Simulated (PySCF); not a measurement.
**C4H4Si (SMILES C#C[SiH2]C#C) at 6 levels**

Wanted: a comparison of 6 runs (B3LYP/cc-pVDZ, CAM-B3LYP/cc-pVDZ, PBE0/cc-pVDZ, SVWN5/cc-pVDZ, SCS-MP2/cc-pVDZ, CCSD(T)/cc-pVDZ) of C4H4Si. Input form: a Python script.

The calculation is run with PySCF 2.14.0.

3 further runs of the same task are left out: 3 set aside as unsound or not needed.

**1. The structure to begin with**

The species is C4H4Si (9 atoms), meant as a singlet with charge 0. As SMILES, `C#C[SiH2]C#C`. Geometry: relaxed at PBE0-D4/def2-TZVP.

Bond lengths: C1–C2 1.205 Å, C2–Si3 1.821 Å, Si3–C4 1.821 Å, C4–C5 1.206 Å, C1–H6 1.066 Å, Si3–H7 1.481 Å, Si3–H8 1.481 Å, C5–H9 1.066 Å. Angles: C1–C2–Si3 179.3°, C2–Si3–C4 109.7°, Si3–C4–C5 179.3°, C2–C1–H6 179.8°, C2–Si3–H7 109.3°, C2–Si3–H8 109.3°, C4–Si3–H7 109.3°, C4–Si3–H8 109.3°, C4–C5–H9 179.8°, H7–Si3–H8 109.9°.

**2. A single-point energy at B3LYP/cc-pVDZ (run 1)**

input.xyz reads:

```xyz
9
C4H4Si
C      1.986100    -0.068000     1.693000
C      1.245000    -0.318200     0.775800
Si     0.139500    -0.713800    -0.616400
C     -1.252900     0.459600    -0.648400
C     -2.180600     1.228700    -0.681700
H      2.639600     0.155600     2.505100
H      0.896100    -0.611400    -1.885800
H     -0.384600    -2.089300    -0.450100
H     -2.999800     1.910300    -0.708600
```

run.py reads:

```python
# C#C[SiH2]C#C
from pyscf import gto, dft

molecule = gto.M(
    atom='input.xyz',
    max_memory=1860,
    charge=0,
    verbose=3,
    basis='cc-pvdz',
)

mf = dft.RKS(molecule)
mf.xc = 'b3lyp'
mf.conv_tol = 1e-10
mf.grids.level = 5
mf.kernel()
if not mf.converged:
    mf = mf.newton().run(mf.mo_coeff, mf.mo_occ)

energy = mf.e_tot
print('E(%s) = %.9f' % ('B3LYP', energy))
```

On the command line:

```console
$ OMP_NUM_THREADS=1 python run.py
```

What it wrote:

```text
converged SCF energy = -444.216468422725
E(B3LYP) = -444.216468423
```

Run time: 23 s. Hardware: 1 thread of Intel Xeon at 2.70GHz, shared host; peak memory 0.48 GiB.

**3. The energy at CAM-B3LYP/cc-pVDZ (run 2)**

geometry.xyz reads:

```xyz
9
C4H4Si
C      1.986100    -0.068000     1.693000
C      1.245000    -0.318200     0.775800
Si     0.139500    -0.713800    -0.616400
C     -1.252900     0.459600    -0.648400
C     -2.180600     1.228700    -0.681700
H      2.639600     0.155600     2.505100
H      0.896100    -0.611400    -1.885800
H     -0.384600    -2.089300    -0.450100
H     -2.999800     1.910300    -0.708600
```

input.py reads:

```python
# C#C[SiH2]C#C
from pyscf import gto, dft

system = gto.Mole()
system.atom = 'geometry.xyz'
system.max_memory = 1860
system.verbose = 3
system.basis = 'cc-pvdz'
system.build()

myscf = dft.RKS(system)
myscf.xc = 'cam-b3lyp'
myscf.grids.level = 5
myscf.conv_tol = 1e-10
myscf.kernel()
if not myscf.converged:
    myscf = myscf.newton().run(myscf.mo_coeff, myscf.mo_occ)

e_final = myscf.e_tot
print(f'total energy: {e_final:.8f} hartree')
```

On the command line:

```console
$ OMP_NUM_THREADS=1 python input.py
```

What it wrote:

```text
converged SCF energy = -444.102905764948
total energy: -444.10290576 hartree
```

It took 35 s on 1 thread of Intel Xeon at 2.70GHz, shared host; peak memory 0.48 GiB.

**4. The energy at PBE0/cc-pVDZ (run 3)**

calc.py reads:

```python
# C#C[SiH2]C#C
from pyscf import gto, dft

mol = gto.Mole()
mol.atom = '''
C        1.986100      -0.068000       1.693000
C        1.245000      -0.318200       0.775800
Si       0.139500      -0.713800      -0.616400
C       -1.252900       0.459600      -0.648400
C       -2.180600       1.228700      -0.681700
H        2.639600       0.155600       2.505100
H        0.896100      -0.611400      -1.885800
H       -0.384600      -2.089300      -0.450100
H       -2.999800       1.910300      -0.708600
'''
mol.verbose = 3
mol.max_memory = 1860
mol.charge = 0
mol.basis = 'cc-pvdz'
mol.build()

calc0 = dft.RKS(mol, xc='pbe0')
calc0.grids.level = 5
calc0.conv_tol = 1e-10
calc0.kernel()
if not calc0.converged:
    calc0 = calc0.newton().run(calc0.mo_coeff, calc0.mo_occ)

e_final = calc0.e_tot
print('E(%s) = %.9f' % ('PBE0', e_final))
```

On the command line:

```console
$ OMP_NUM_THREADS=1 python calc.py
```

What it wrote:

```text
converged SCF energy = -443.874552866138
E(PBE0) = -443.874552866
```

Wall time 23 s (1 thread of Intel Xeon at 2.70GHz, shared host); peak memory 0.48 GiB.

Runs 4 to 5 aren't shown in full; the table further down has their settings and results.

**5. The energy at CCSD(T)/cc-pVDZ (run 6)**

job.py reads:

```python
# C#C[SiH2]C#C
from pyscf import gto, cc

molecule = gto.Mole()
molecule.atom = '''
C      1.986100    -0.068000     1.693000
C      1.245000    -0.318200     0.775800
Si     0.139500    -0.713800    -0.616400
C     -1.252900     0.459600    -0.648400
C     -2.180600     1.228700    -0.681700
H      2.639600     0.155600     2.505100
H      0.896100    -0.611400    -1.885800
H     -0.384600    -2.089300    -0.450100
H     -2.999800     1.910300    -0.708600
'''
molecule.max_memory = 1860
molecule.verbose = 4
molecule.basis = 'cc-pvdz'
molecule.spin = 0
molecule.build()

mf = molecule.RHF()
mf.conv_tol = 1e-10
mf.kernel()
if not mf.converged:
    mf = mf.newton().run(mf.mo_coeff, mf.mo_occ)

mycc = cc.CCSD(mf, frozen=9)
mycc.kernel()
e_t = mycc.ccsd_t()
e_final = mycc.e_tot + e_t
print('E = %.10f Eh' % e_final)
```

On the command line:

```console
$ OMP_NUM_THREADS=1 python job.py
```

What it wrote:

```text
PySCF version 2.14.0

[... 65 lines left out ...]
converged SCF energy = -442.628292709566
[... 12 lines left out ...]
Init t2, MP2 energy = -443.219479212667  E_corr(MP2) -0.59118650310132
[... 12 lines left out ...]
CCSD converged
[... 2 lines left out ...]
E = -443.2858739467 Eh
```

Wall time 32 s (1 thread of Intel Xeon at 2.70GHz, shared host); peak memory 0.52 GiB.

**6. All runs side by side**

```
run              level  integration grid  frozen core orbitals  energy (Eh)  dipole moment (D) of the reference  HOMO energy (eV)  LUMO energy (eV)  wall time
  1      B3LYP/cc-pVDZ                 5                     –  -444.216468                                0.54             -7.81             -0.33       23 s
  2  CAM-B3LYP/cc-pVDZ                 5                     –  -444.102906                                0.54             -9.39              1.05       35 s
  3       PBE0/cc-pVDZ                 5                     –  -443.874553                                0.56             -8.09             -0.18       23 s
  4      SVWN5/cc-pVDZ                 5                     –  -441.572395                                0.49             -6.97             -1.31       15 s
  5    SCS-MP2/cc-pVDZ                 –                     9  -443.213606                                0.68            -10.83              3.50      2.6 s
  6    CCSD(T)/cc-pVDZ                 –                     9  -443.285874                                0.68            -10.83              3.50       32 s
```

**7. Outcome**

```
                                          quantity          value
                               run 6: total energy  -443.28587 Eh
       run 6: dipole moment (Hartree–Fock density)         0.68 D
        run 6: HOMO energy (Hartree–Fock orbitals)      -10.83 eV
        run 6: LUMO energy (Hartree–Fock orbitals)        3.50 eV
      run 6: HOMO–LUMO gap (Hartree–Fock orbitals)       14.33 eV
run 6: correlation energy (9 core orbitals frozen)     -657.6 mEh
                             run 6: (T) correction     -27.27 mEh
                              run 6: T1 diagnostic          0.013
```

**Reading.** Over runs 1, 2, 3, 4 the dipole moment (its size) runs from 0.49 D (SVWN5/cc-pVDZ) to 0.56 D (PBE0/cc-pVDZ). Over runs 1, 2, 3, 4 the HOMO–LUMO gap runs from 5.66 eV (SVWN5/cc-pVDZ) to 10.44 eV (CAM-B3LYP/cc-pVDZ). Totals of different functionals can't be ranked against each other. All runs together took 2.2 min, the longest 35 s.
